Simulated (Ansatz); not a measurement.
# C2H10AsGa: a ladder of functionals and wavefunction methods

The task here is to estimate one member of a computed series from the others.

Computed with Ansatz 0.2.0, Gaussian basis. Level: functionals in def2-TZVPP, the program's frozen cores in correlated methods.

Plan: LDA (SPW92), PBE-D4, revPBE-D4, BLYP-D4, r2SCAN-D4, B97M-V, PBE0-D4, B3LYP-D4, r2SCANh-D4, r2SCAN0-D4, HSE06-D4, BHLYP-D4, CAM-B3LYP-D4, LC-ωPBE, ωB97X-V, ωB97M-V, B2PLYP, PBE-QIDH; CCSD(T)/def2-SVP; MP2/def2-TZVPP; MP2/def2-QZVPP; RPA on PBE.

### Structure used throughout

All runs share one geometry, relaxed beforehand with PBE0-D4 in a triple-zeta def2 set.

SMILES `[CH3][GaH-]([CH3])[AsH3+]`, 14 atoms, charge 0, spin multiplicity 1.

Atoms are counted from 1 here; the program's logs count them from 0.

Bond lengths: C1–Ga2 1.987 Å, C1–H5 1.093 Å, C1–H6 1.094 Å, C1–H7 1.092 Å, Ga2–C3 1.987 Å, Ga2–As4 2.738 Å, Ga2–H8 1.585 Å, C3–H9 1.094 Å, C3–H10 1.092 Å, C3–H11 1.093 Å, As4–H12 1.511 Å, As4–H13 1.512 Å, As4–H14 1.512 Å. Angles: Ga2–C1–H5 112.0°, Ga2–C1–H6 109.0°, Ga2–C1–H7 112.3°, H5–C1–H6 107.4°, H5–C1–H7 108.6°, H6–C1–H7 107.3°, C1–Ga2–C3 119.2°, C1–Ga2–As4 97.3°, C1–Ga2–H8 118.6°, C3–Ga2–As4 97.3°, C3–Ga2–H8 118.7°, As4–Ga2–H8 93.9°, Ga2–C3–H9 109.0°, Ga2–C3–H10 112.3°, Ga2–C3–H11 112.0°, H9–C3–H10 107.3°, H9–C3–H11 107.4°, H10–C3–H11 108.6° and more.

Set-up of the first run:

Contents of in.yaml:

```yaml
crystal:
  periodic: [false, false, false]
  atoms:
    - {symbol: C, position_ang: [-1.220597, 1.203555, -1.109854]}
    - {symbol: Ga, position_ang: [-0.330182, 0.648731, 0.577757]}
    - {symbol: C, position_ang: [1.621182, 0.957288, 0.792043]}
    - {symbol: As, position_ang: [-0.203149, -2.033466, 0.041366]}
    - {symbol: H, position_ang: [-0.602267, 0.995485, -1.986280]}
    - {symbol: H, position_ang: [-1.395365, 2.283538, -1.082520]}
    - {symbol: H, position_ang: [-2.190830, 0.720786, -1.244698]}
    - {symbol: H, position_ang: [-1.216608, 0.458259, 1.877457]}
    - {symbol: H, position_ang: [1.789980, 2.007827, 1.048144]}
    - {symbol: H, position_ang: [2.050946, 0.354227, 1.594689]}
    - {symbol: H, position_ang: [2.170953, 0.754141, -0.130034]}
    - {symbol: H, position_ang: [-0.851436, -3.049960, 0.951803]}
    - {symbol: H, position_ang: [1.131209, -2.737619, -0.055887]}
    - {symbol: H, position_ang: [-0.767034, -2.591993, -1.245387]}
basis:
  gaussian: {orbitals: def2-TZVPP}
hamiltonian: {xc: lda}
output: {orbitals: {seedname: orbitals}}
```

The run is started by

```bash
$ ansatz run in.yaml --threads 4 --pin off --events-out ev --progress --plain --max-ram 11315MiB
```

Steps of the session up to this table: LDA; PBE-D4 (GGA); revPBE-D4 (GGA); BLYP-D4 (GGA); r2SCAN-D4 (meta-GGA); B97M-V (meta-GGA); B3LYP-D4 (hybrid); r2SCANh-D4 (hybrid); r2SCAN0-D4 (hybrid); HSE06-D4 (hybrid); BHLYP-D4 (hybrid); CAM-B3LYP-D4 (range-separated); LC-ωPBE (range-separated); ωB97X-V (range-separated); ωB97M-V (range-separated); B2PLYP (double hybrid); PBE-QIDH (double hybrid).

One of the session's tables, all rows but one given; the rest of the session is left out.

It belongs to the step «Frontier levels by functional». 

| functional | HOMO (eV) | gap (eV) |
| --- | --- | --- |
| LDA (SPW92) | -6.16 | 5.11 |
| PBE-D4 | -6.01 | 5.10 |
| revPBE-D4 | -5.95 | 5.12 |
| BLYP-D4 | -5.88 | 5.06 |
| r2SCAN-D4 | -6.24 | 5.57 |
| B97M-V | -6.31 | 5.49 |
| PBE0-D4 | -7.20 | 7.12 |
| B3LYP-D4 | -6.99 | 6.68 |
| r2SCANh-D4 | -6.69 | 6.31 |
| r2SCAN0-D4 | -7.37 | 7.43 |
| HSE06-D4 | -6.80 | 6.35 |
| BHLYP-D4 | ? | ? |
| CAM-B3LYP-D4 | -8.55 | 9.44 |
| LC-ωPBE | -9.91 | 12.01 |
| ωB97X-V | -9.54 | 11.48 |
| ωB97M-V | -9.44 | 11.08 |

Q: Estimate the row for BHLYP-D4 from the others.

Worked estimate for «HOMO (eV)». Against the share of exact exchange, BLYP-D4 (0, -5.88), B3LYP-D4 (0.2, -6.99) give a slope of -5.55 per unit share; at 0.5 the line stands at -8.65.

**Answer.** HOMO (eV): -8.30; gap (eV): 9.08. In «HOMO (eV)» the line misses by -0.35.
